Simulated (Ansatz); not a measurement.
# Ce3HfO8: the cost of one run

Computed with Ansatz 0.2.0 (DFT PBE, scalar-relativistic, plane waves, PAW, unless a step's input says otherwise).

## Step 1: The starting structure

It takes space group Cmmm (No. 65, orthorhombic). Conventional cell: a = 7.312 Å, b = 7.312 Å, c = 6.886 Å, α = 90.00°, β = 90.00°, γ = 90.00°. Around Ce (site symmetry mmm) lie 6 O at 2.23 Å. Ce (site symmetry mm2) is surrounded by 6 O at 2.23 Å. Hf (site symmetry mmm) has 6 O at 2.23 Å as nearest neighbours. O (site symmetry m) has 2 Ce at 2.23 Å and 1 Hf at 2.23 Å as nearest neighbours. O (site symmetry 2mm) has 1 Hf at 2.23 Å and 2 Ce at 2.23 Å as nearest neighbours. O (site symmetry 2mm) is surrounded by 3 Ce at 2.23 Å.

Structure file:

```xyz
12
Lattice="3.6558 -3.6558 0.0000 3.6558 3.6558 0.0000 0.0000 0.0000 6.8857" Properties=species:S:1:pos:R:3 pbc="T T T"
Ce    0.0000    0.0000    3.4429
Ce    3.6558    0.0000    1.7214
Ce    3.6558    0.0000    5.1643
Hf    0.0000    0.0000    0.0000
O     1.4254    0.0000    1.7214
O     1.4254    0.0000    5.1643
O     3.6558   -1.4254    0.0000
O     3.6558   -1.4254    3.4429
O     3.6558    1.4254    0.0000
O     3.6558    1.4254    3.4429
O     5.8862    0.0000    1.7214
O     5.8862    0.0000    5.1643
```

The start is an ordering of an alloy on its end members' structure types: elements ordered on the sites of the HfO2 type, Hf/Ce on Hf (Cmmm, No. 65).

## Step 2: The guess as it stands, on a coarse mesh

input.yaml

```yaml
crystal:
  lattice:
    - [3.65580765, -3.65580765, 0.0]
    - [3.65580765, 3.65580765, 0.0]
    - [0.0, 0.0, 6.88570992]
  atoms:
    - { symbol: Ce, position: [0.0, 0.0, 0.5] }
    - { symbol: Ce, position: [0.5, 0.5, 0.25] }
    - { symbol: Ce, position: [0.5, 0.5, 0.75] }
    - { symbol: Hf, position: [0.0, 0.0, 0.0] }
    - { symbol: O, position: [0.19495512, 0.19495512, 0.25] }
    - { symbol: O, position: [0.19495512, 0.19495512, 0.75] }
    - { symbol: O, position: [0.69495512, 0.30504488, 0.0] }
    - { symbol: O, position: [0.69495512, 0.30504488, 0.5] }
    - { symbol: O, position: [0.30504488, 0.69495512, 0.0] }
    - { symbol: O, position: [0.30504488, 0.69495512, 0.5] }
    - { symbol: O, position: [0.80504488, 0.80504488, 0.25] }
    - { symbol: O, position: [0.80504488, 0.80504488, 0.75] }
basis:
  ecutwfc: 420
kpoints:
  mp_grid: { grid: [4, 4, 4] }
hamiltonian:
  xc: pbe
scf:
  occupations: { method: gaussian, width: 0.1 }
  lower_state_search: "off"
output:
  forces: true
  stress: true
  eigenvalues: true
```

Command:

```sh
$ ansatz run input.yaml --threads 1 --pin off --max-ram 2560MiB --backend cpu --events-out ev --progress --plain --runs-dir out
```

What time and memory should one allow on 1 thread of Intel Xeon Platinum 8259CL at 2.50GHz (Skylake/Cascade Lake), shared host?

About 24 s, with a peak of 0.66 GiB.
